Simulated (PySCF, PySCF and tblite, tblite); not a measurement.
# H9NPSi3−: conformers and averaged spectra

Aim: find the conformers of H9NPSi3− (`[SiH3]N([SiH3])[SiH-]P`), weigh them, and average their properties.

Computed with tblite 0.8.0 (tight binding) and PySCF 2.14.0 (DFT, with response routines of our own); each step states its level. Atoms count from 0 throughout.

## 1. The molecule as given

14 atoms, charge -1, multiplicity 1; geometry from: MMFF94s geometry.

Bonds of the start (Å): N1–Si2 1.68, N1–Si3 1.69, P4–H12 1.41, P4–H13 1.42, Si0–H5 1.49, Si0–H6 1.49, Si0–H7 1.49, Si0–N1 1.68, Si2–H10 1.49, Si2–H8 1.48, Si2–H9 1.47, Si3–H11 1.47, Si3–P4 2.22.

## 2. GFN2-xTB relaxation, conformer 1

The job: settings as JSON, then the geometry in Å.

```
{"job": {"xc": "GFN2-xTB", "basis": "xTB", "kind": "relax"}, "charge": -1, "multiplicity": 1}
Si    -1.792700     0.494500     0.868700
N     -0.324300    -0.197400     0.449300
Si    -0.510100    -1.220700    -0.870300
Si     0.805400     1.027400     0.163500
P      2.755700     0.377800     0.998400
H     -2.793700    -0.555400     1.201500
H     -2.314600     1.347500    -0.238900
H     -1.614000     1.355100     2.073000
H     -1.445500    -2.319500    -0.526200
H      0.779200    -1.826800    -1.229500
H     -1.054200    -0.471900    -2.042200
H      0.943500     1.343000    -1.265100
H      3.559100     1.320100     0.319100
H      3.005400    -0.674000     0.076600
```

Launch:

```console
OMP_NUM_THREADS=1 python ens_run.py task.json out
```

This one command runs the whole study; its stages follow in the order run.

What it wrote:

```text
step      E/eV     max force
  0    -419.66399    4.750
  1    -420.07805    2.568
  2    -420.27956    1.271
  3    -420.35479    0.810
  4    -420.40018    0.821
  5    -420.43667    0.669
  6    -420.47055    0.493
  7    -420.49390    0.358
  8    -420.50952    0.472
  9    -420.52541    0.467
 10    -420.53664    0.293
 11    -420.54978    0.310
 12    -420.56396    0.425
 13    -420.58051    0.470
 14    -420.59678    0.368
 15    -420.60840    0.214
 16    -420.61516    0.211
 17    -420.62094    0.281
 18    -420.62935    0.294
 19    -420.63847    0.313
 20    -420.64451    0.204
 21    -420.64674    0.132
 22    -420.64839    0.146
 23    -420.65097    0.214
 24    -420.65526    0.294
 25    -420.66133    0.326
 26    -420.66789    0.243
 27    -420.67280    0.162
 28    -420.67531    0.139
 29    -420.67738    0.163
 30    -420.67967    0.149
 31    -420.68183    0.165
 32    -420.68416    0.150
 33    -420.68628    0.157
 34    -420.68788    0.125
 35    -420.68916    0.080
 36    -420.69057    0.109
 37    -420.69232    0.127
 38    -420.69425    0.119
 39    -420.69572    0.091
 40    -420.69679    0.132
 41    -420.69785    0.117
 42    -420.69871    0.104
 43    -420.69934    0.081
 44    -420.70018    0.090
 45    -420.70163    0.116
 46    -420.70373    0.135
 47    -420.70654    0.170
 48    -420.70964    0.158
 49    -420.71237    0.140
 50    -420.71478    0.267
 51    -420.70180    0.521
 52    -420.71863    0.154
 53    -420.72100    0.147
 54    -420.72549    0.412
 55    -420.73036    0.107
 56    -420.73190    0.101
 57    -420.73477    0.156
 58    -420.73636    0.122
 59    -420.74006    0.151
 60    -420.74192    0.154
 61    -420.74447    0.130
 62    -420.74677    0.139
 63    -420.75084    0.207
 64    -420.75625    0.244
 65    -420.76044    0.446
 66    -420.76863    0.215
 67    -420.77292    0.124
 68    -420.77574    0.106
 69    -420.77675    0.099
 70    -420.77872    0.122
 71    -420.78071    0.118
 72    -420.78315    0.135
 73    -420.78561    0.116
 74    -420.78712    0.181
 75    -420.78933    0.101
 76    -420.79088    0.081
 77    -420.79274    0.110
 78    -420.79507    0.131
 79    -420.79795    0.132
 80    -420.80161    0.145
 81    -420.80551    0.164
 82    -420.80881    0.168
 83    -420.80519    0.576
 84    -420.81554    0.159
 85    -420.81944    0.153
 86    -420.82653    0.516
 87    -420.83141    0.099
 88    -420.83437    0.109
 89    -420.82942    0.732
 90    -420.84023    0.131
 91    -420.84305    0.122
 92    -420.84393    0.575
 93    -420.85127    0.126
 94    -420.85367    0.130
 95    -420.85671    0.326
 96    -420.86043    0.089
 97    -420.86247    0.076
 98    -420.86586    0.089
 99    -420.86683    0.084
100    -420.86840    0.123
101    -420.87067    0.104
102    -420.87330    0.149
103    -420.87609    0.173
104    -420.87916    0.158
105    -420.88218    0.232
106    -420.88562    0.146
107    -420.88865    0.146
108    -420.89233    0.157
109    -420.89545    0.148
110    -420.89892    0.157
111    -420.90106    0.099
112    -420.90323    0.082
113    -420.90447    0.074
114    -420.90539    0.091
115    -420.90612    0.113
116    -420.90697    0.123
117    -420.90789    0.115
118    -420.90883    0.090
119    -420.90950    0.068
120    -420.90996    0.050
121    -420.91045    0.046
122    -420.91098    0.056
123    -420.91136    0.064
124    -420.91183    0.062
125    -420.91225    0.058
126    -420.91309    0.052
127    -420.91338    0.043
128    -420.91376    0.043
129    -420.91396    0.052
130    -420.91420    0.045
131    -420.91451    0.071
132    -420.91486    0.068
133    -420.91519    0.066
134    -420.91557    0.052
135    -420.91594    0.045
136    -420.91621    0.043
137    -420.91648    0.050
138    -420.91687    0.067
139    -420.91753    0.091
140    -420.91839    0.082
141    -420.91935    0.105
142    -420.92026    0.069
143    -420.92158    0.091
144    -420.92311    0.111
145    -420.92584    0.113
146    -420.92770    0.084
147    -420.92888    0.072
148    -420.92869    0.113
149    -420.93026    0.053
150    -420.93074    0.051
151    -420.93074    0.051
152    -420.93093    0.049
153    -420.93170    0.045
154    -420.93193    0.047
155    -420.93235    0.031
156    -420.93252    0.033
157    -420.93272    0.036
158    -420.93289    0.034
159    -420.93310    0.036
160    -420.93332    0.038
161    -420.93351    0.033
162    -420.93364    0.033
163    -420.93374    0.028
164    -420.93386    0.028
165    -420.93404    0.045
166    -420.93425    0.048
167    -420.93440    0.027
168    -420.93447    0.018
169    -420.93452    0.021
170    -420.93461    0.036
171    -420.93477    0.051
172    -420.93500    0.056
173    -420.93519    0.040
174    -420.93529    0.024
175    -420.93534    0.020
176    -420.93541    0.029
177    -420.93552    0.030
178    -420.93565    0.032
179    -420.93579    0.033
180    -420.93596    0.037
181    -420.93615    0.044
182    -420.93636    0.040
183    -420.93655    0.040
184    -420.93670    0.031
185    -420.93687    0.039
186    -420.93706    0.056
187    -420.93724    0.055
188    -420.93735    0.035
189    -420.93742    0.020
190    -420.93747    0.021
191    -420.93755    0.035
192    -420.93768    0.053
193    -420.93786    0.058
194    -420.93805    0.043
195    -420.93819    0.026
196    -420.93829    0.028
197    -420.93841    0.039
198    -420.93859    0.046
199    -420.93885    0.054
200    -420.93912    0.047
201    -420.93926    0.032
202    -420.93932    0.019
203    -420.93937    0.016
204    -420.93939    0.013
205    -420.93942    0.012
206    -420.93945    0.012
207    -420.93949    0.011
208    -420.93953    0.013
209    -420.93959    0.017
210    -420.93964    0.023
211    -420.93969    0.023
212    -420.93976    0.023
213    -420.93986    0.025
214    -420.93997    0.021
215    -420.94004    0.017
216    -420.94009    0.012
217    -420.94011    0.011
218    -420.94013    0.011
219    -420.94016    0.016
220    -420.94021    0.023
221    -420.94025    0.021
222    -420.94027    0.011
223    -420.94029    0.007
224    -420.94030    0.007
225    -420.94031    0.012
226    -420.94032    0.016
227    -420.94035    0.017
228    -420.94036    0.010
229    -420.94037    0.006
230    -420.94038    0.006
231    -420.94038    0.007
232    -420.94039    0.011
233    -420.94040    0.012
234    -420.94042    0.010
235    -420.94042    0.006
236    -420.94043    0.004
```

It took 6.2 s on 1 thread of Intel Xeon at 2.50GHz, shared host.

Gain 1.276 eV; displacement 1.01 Å root mean square.

## 3. Shieldings, conformer 1: PBE0/pcSseg-1

The job: settings as JSON, then the geometry in Å.

```
{"job": {"xc": "PBE0", "basis": "pcSseg-1", "kind": "nmr", "pop": true}, "charge": -1, "multiplicity": 1}
Si    -1.939153     0.727098     0.668749
N     -0.476711    -0.057171     0.286934
Si    -0.384194    -1.502718    -0.616890
Si     1.001165     0.976761     0.631938
P      2.700637     0.156284    -0.600843
H     -2.955338    -0.258386     1.071395
H     -2.547633     1.500640    -0.433020
H     -1.656059     1.644359     1.770851
H     -1.466284    -2.404405    -0.171532
H      0.894285    -2.165571    -0.356715
H     -0.563661    -1.322045    -2.071314
H      0.701806     2.058470    -0.392034
H      3.229237    -0.594925     0.426311
H      3.461226     1.241137    -0.235998
```

What it wrote:

```text
coarse grid: 13144 points
cycle   1  E = -1269.3277213822  dE =  1.284e-01  |g| = 5.414e-01  |ddm| = 3.484e+00
cycle   2  E = -1269.1864037306  dE =  1.413e-01  |g| = 9.406e-01  |ddm| = 2.182e+00
cycle   3  E = -1269.4033755871  dE = -2.170e-01  |g| = 7.830e-02  |ddm| = 1.409e+00
cycle   4  E = -1269.4047468334  dE = -1.371e-03  |g| = 3.188e-02  |ddm| = 1.708e-01
cycle   5  E = -1269.4050407437  dE = -2.939e-04  |g| = 4.694e-03  |ddm| = 6.547e-02
cycle   6  E = -1269.4050460233  dE = -5.280e-06  |g| = 1.336e-03  |ddm| = 1.161e-02
final grid: 107048 points
cycle   7  E = -1269.4297877060  dE = -1.166e-05  |g| = 4.745e-03  |ddm| = 2.004e-02
cycle   8  E = -1269.4297789030  dE =  8.803e-06  |g| = 7.781e-03  |ddm| = 1.394e-02
cycle   9  E = -1269.4297925568  dE = -1.365e-05  |g| = 6.583e-04  |ddm| = 8.863e-03
cycle  10  E = -1269.4297926508  dE = -9.399e-08  |g| = 1.232e-04  |ddm| = 1.075e-03
cycle  11  E = -1269.4297926548  dE = -3.977e-09  |g| = 2.683e-05  |ddm| = 2.201e-04
cycle  12  E = -1269.4297926550  dE = -2.210e-10  |g| = 7.180e-06  |ddm| = 5.959e-05
converged SCF energy = -1269.4297926550

GIAO shielding tensors (ppm)
atom      isotropic    diamagn.    paramagn.     s11        s22        s33       span
  0 Si     415.634     879.628    -463.993    358.029    369.304    519.569    161.540
  1 N      279.568     326.650     -47.083    256.674    282.777    299.252     42.578
  2 Si     419.509     879.445    -459.936    372.733    388.495    497.299    124.566
  3 Si     340.695     877.648    -536.952    160.770    373.260    488.056    327.286
  4 P      519.405     968.481    -449.076    373.315    586.212    598.688    225.373
  5 H       27.291      29.708      -2.417     23.698     25.146     33.029      9.332
  6 H       27.390      29.514      -2.124     24.113     25.129     32.929      8.816
  7 H       26.733      29.221      -2.488     24.354     25.514     30.333      5.979
  8 H       27.065      29.906      -2.841     23.651     25.126     32.418      8.767
  9 H       26.687      30.330      -3.643     22.406     27.446     30.210      7.804
 10 H       26.884      29.537      -2.653     23.421     24.326     32.905      9.484
 11 H       25.793      30.429      -4.636     22.681     24.412     30.286      7.605
 12 H       30.604      32.183      -1.579     26.095     28.844     36.872     10.777
 13 H       30.994      32.209      -1.215     26.928     28.459     37.594     10.666
```

It took 51 s on 1 thread of Intel Xeon at 2.50GHz, shared host; peak memory 0.73 GiB.

This run: HOMO -0.06 eV, LUMO 3.95 eV.

## 4. Averages: properties at PBE0/pcSseg-1

The job: settings as JSON, then the geometry in Å.

```
{"job": {"study": "conf", "smiles": "[SiH3]N([SiH3])[SiH-]P", "search": {"seed": 6907, "n_embed": 90, "ff_keep": 18, "window": 3.0, "nmax": 10, "temps": [150, 200, 250, 298.15, 400], "t_ref": 298.15, "order": 0.001}, "level": {"nmr": {"xc": "PBE0", "basis": "pcSseg-1"}}, "kind": "conf"}, "charge": -1, "multiplicity": 1}
Si    -1.939153     0.727098     0.668749
N     -0.476711    -0.057171     0.286934
Si    -0.384194    -1.502718    -0.616890
Si     1.001165     0.976761     0.631938
P      2.700637     0.156284    -0.600843
H     -2.955338    -0.258386     1.071395
H     -2.547633     1.500640    -0.433020
H     -1.656059     1.644359     1.770851
H     -1.466284    -2.404405    -0.171532
H      0.894285    -2.165571    -0.356715
H     -0.563661    -1.322045    -2.071314
H      0.701806     2.058470    -0.392034
H      3.229237    -0.594925     0.426311
H      3.461226     1.241137    -0.235998
```

What it wrote:

```text
conformer  sym    E(xTB)   E(DFT)   G(298.15 K)  weight  dipole/D
    1     C1      0.000    0.000    0.000   1.0000    3.151

mean shielding (ppm) by class
class atoms           150 K      200 K      250 K   298.15 K      400 K
  0 Si 0,2          417.572    417.572    417.572    417.572    417.572
  1 N  1            279.568    279.568    279.568    279.568    279.568
  2 Si 3            340.695    340.695    340.695    340.695    340.695
  3 P  4            519.405    519.405    519.405    519.405    519.405
  4 H  5,6,7         27.008     27.008     27.008     27.008     27.008
  5 H  11            25.793     25.793     25.793     25.793     25.793
  6 H  12,13         30.799     30.799     30.799     30.799     30.799
```

It took 1.9 min on 1 thread of Intel Xeon at 2.50GHz, shared host. This counts the runs that the step sums up.

The search (ETKDG and KDG, MMFF94s, GFN2-xTB) embedded 90 structures, kept 8 distinct ones after the force field and 1 after xTB; 1 was carried on (window 3.0 kcal/mol at the search's own energies). Energies: PBE0/pcSseg-1 with D3(BJ).

Conformer by conformer (298 K):

```csv
no.,group,mirror pair,ΔE xTB,ΔE DFT,ΔG,weight (%),Si0–N1–Si3–P4 (°),N1–Si3–P4–H12 (°),"A, B, C (GHz)"
1,C1,yes,0.00,0.00,0.00,100.0,-159,-97,"2.96, 1.19, 0.88"
```

Energies in kcal/mol. ΔG holds xTB vibrations and rotation, symmetry numbers and mirror pairs.

Shifts against references run at the same level (15N NH3 267.7, 31P H3PO4 318.4, 29Si TMS 349.2, 1H TMS 31.72 ppm of shielding), by class of atoms, at 298 K:

```
                atoms                            environment  average
                  H11   hydrogen on a silicon bonded to N, P     5.92
H5, H6, H7 and 3 more      hydrogen on a silicon bonded to N     4.71
             H12, H13  hydrogen on a phosphorus bonded to Si     0.92
                  Si3              silicon bonded to N, P, H      8.5
             Si0, Si2               silicon bonded to N, 3 H    -68.4
                   N1                nitrogen bonded to 3 Si    -11.8
                   P4           phosphorus bonded to Si, 2 H   -201.0
```

Effective distances for nuclear Overhauser effects, ⟨r⁻⁶⟩^(−1/6) over all pairs of two classes (Å): H11···H12 3.14; H5···H11 3.72.

## 5. Outcome

```
                            quantity                                                 value
                          conformers  1; the first in weight is no. 1 (C1), 100 % at 298 K
  averaged 1H shifts (PBE0/pcSseg-1)                                  5.92, 4.71, 0.92 ppm
 averaged 31P shifts (PBE0/pcSseg-1)                                            -201.0 ppm
averaged 29Si shifts (PBE0/pcSseg-1)                                        8.5, -68.4 ppm
```

In words: The search found one conformer in the window, so the averages are its own values. Classes follow the bond graph; a pyramidal P, As or Sb inverts slowly, so protons on its two sides can differ where one class is shown.
